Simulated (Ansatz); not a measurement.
# LiGdSe2: the cost of one run

Computed with Ansatz 0.2.0 (DFT LDA+U (U = 6 eV, J = 0.5 eV on Gd f, around-mean-field double counting), plane waves, PAW, no spin–orbit coupling unless a run says so, unless a step's input says otherwise).

**1. The system as given**

Symmetry: P4/mmm, No. 123, tetragonal system. The conventional cell has a = 4.126 Å, b = 4.126 Å, c = 5.607 Å, α = 90.00°, β = 90.00°, γ = 90.00°. Around Gd (site symmetry 4/mmm) lie 6 Se at 2.80 to 2.92 Å. Li (site symmetry 4/mmm) has 6 Se at 2.80 to 2.92 Å as nearest neighbours. Se (site symmetry 4/mmm) has 2 Li at 2.80 Å and 4 Gd at 2.92 Å as nearest neighbours. Around Se (site symmetry 4/mmm) lie 2 Gd at 2.80 Å and 4 Li at 2.92 Å.

Coordinates:

```
CELL_PARAMETERS angstrom
4.12606 0.00000 0.00000
0.00000 4.12606 0.00000
0.00000 0.00000 5.60656
ATOMIC_POSITIONS crystal
Gd 0.50000 0.50000 0.50000
Li 0.00000 0.00000 0.00000
Se 0.00000 0.00000 0.50000
Se 0.50000 0.50000 0.00000
```

Magnetic order typed: ferromagnetic.

An earlier series on this cell reached its lowest free state from «random orbitals: fully mixed, first filling», perhaps among other starts.

**2. From atoms, default search**

The input, input.yaml:

```yaml
crystal:
  lattice:
    - [4.12606255, 0.0, 0.0]
    - [0.0, 4.12606255, 0.0]
    - [0.0, 0.0, 5.60656139]
  atoms:
    - { symbol: Gd, position: [0.5, 0.5, 0.5], spin: 7.0 }
    - { symbol: Li, position: [0.0, 0.0, 0.0] }
    - { symbol: Se, position: [0.0, 0.0, 0.5] }
    - { symbol: Se, position: [0.5, 0.5, 0.0] }
basis:
  ecutwfc: 420
  ecutrho_ratio: 4
kpoints:
  mp_grid: { grid: [5, 5, 4] }
hamiltonian:
  xc: lda
  hubbard: { sites: [{ site: 0, l: f, u: 6.0, j: 0.5 }], double_counting: amf }
scf:
  occupations: { method: gaussian, width: 0.05 }
output:
  forces: true
  stress: true
  eigenvalues: true
  populations: true
  hubbard: { sites: [{ site: 0, l: f }] }
  write_density: true
  write_potential: true
  elf: true
  volumetric_format: npy
magnetization:
  spin_polarized: true
```

Started as:

```console
$ ansatz run input.yaml --threads 4 --pin off --max-ram 6144MiB --backend cpu --events-out ev --progress --plain --runs-dir out
```

**Question.** How long does this run take on 4 threads of Arm Neoverse V1, shared host, and how much memory does it need?

About 6.8 s, with a peak of 0.54 GiB.
